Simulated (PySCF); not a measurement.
**InP: bond curves at several levels of theory**

What are the lowest state that PBE0 finds, the bond length, vibrational wavenumber and bond energy of InP, and how much do these hang on the method?

Method: In x2c-SVPall, P x2c-SVPall, spin-free X2C with a Gaussian nucleus; program: PySCF 2.14.0.

## (1) The job

Settings of the job:

```
atoms                         : In, P
charge                        : 0
basis                         : In x2c-SVPall, P x2c-SVPall
Hamiltonian                   : spin-free X2C with a Gaussian nucleus
basis functions               : 54
electrons treated             : 64
masses in u                   : 114.9039, 30.9738
levels                        : PBE0, PBE, r²SCAN, TPSSh, BP86, TPSS, CAM-B3LYP, HF, MP2, SCS-MP2, CCSD, CCSD(T)
grid                          : 80 radial by 434 angular points
occupations                   : held fixed by the projection of orbital angular momentum
dissociation limit            : In + P, each in its ground configuration
starting distance in angstrom : 2.455
values of 2S to try           : 0, 2, 4
```

On the command line:

```console
> OMP_NUM_THREADS=1 python dia.py task.json out
```

After this run come: First curve: PBE0; Excited determinants; PBE (GGA); r²SCAN (meta-GGA); TPSSh (hybrid meta-GGA); BP86; TPSS (meta-GGA); CAM-B3LYP (range-separated hybrid); UHF; Correlated methods on the Hartree–Fock reference.

What does the calculation give? Wanted: for each run, Re; ωe; De; μ.

As calculated:

Lowest PBE0 solution found, without spin–orbit coupling: ³Σ⁻ (triplet), unpaired electrons π ↑↑. State 2 has its PBE0 minimum 0.24 eV higher. State 3 has its PBE0 minimum 0.34 eV higher, as a spin-mixed determinant (⟨S²⟩ = 1.01), so this is no gap between pure states. State 4 has its PBE0 minimum 0.45 eV higher, as a spin-mixed determinant (⟨S²⟩ = 1.02), so this is no gap between pure states. The other levels ran on the lowest alone.

```tsv
level	Re (Å)	ωe (cm⁻¹)	De (eV)	μ (D)
UHF	2.669	252.5	0.75	-2.07
UHF-MP2	2.643	261.9	1.33	n/a
UHF-SCS-MP2	2.659	256.1	1.31	n/a
UHF-CCSD	2.660	252.3	1.30	n/a
UHF-CCSD(T)	2.665	250.0	1.37	n/a
PBE	2.671	249.5	2.10	-1.69
BP86	2.672	249.0	2.11	-1.65
TPSS	2.675	250.0	2.08	-1.94
r²SCAN	2.647	257.8	1.94	-1.77
TPSSh	2.664	253.9	2.02	-1.98
PBE0	2.644	259.9	1.95	-1.84
CAM-B3LYP	2.630	265.2	1.87	-1.73
```

De is counted to In + P in their ground configurations. A positive dipole means In(−)P(+).

Differences from CCSD(T) in the same basis:

```tsv
level	Re (mÅ)	ωe (%)
UHF	+4	+1.0
UHF-MP2	-21	+4.8
UHF-SCS-MP2	-6	+2.4
UHF-CCSD	-4	+0.9
PBE	+6	-0.2
BP86	+7	-0.4
TPSS	+10	0.0
r²SCAN	-18	+3.1
TPSSh	0	+1.5
PBE0	-20	+3.9
CAM-B3LYP	-34	+6.1
```

What this shows: Against CCSD(T) in the same basis, the bond length is nearest at TPSSh (0 mÅ) and farthest at CAM-B3LYP (-34 mÅ); the wavenumber is nearest at TPSS (0.0 %) and farthest at CAM-B3LYP (+6.1 %). CCSD(T) in a basis this small is itself some way from its limit, more so than the functionals. Of the levels with a De here, UHF gives the least (0.75 eV) and BP86 the most (2.11 eV).

Correlated steps freeze 23 core orbitals. Spin–orbit coupling is left out, which matters for elements this heavy, above all for dissociation energies.
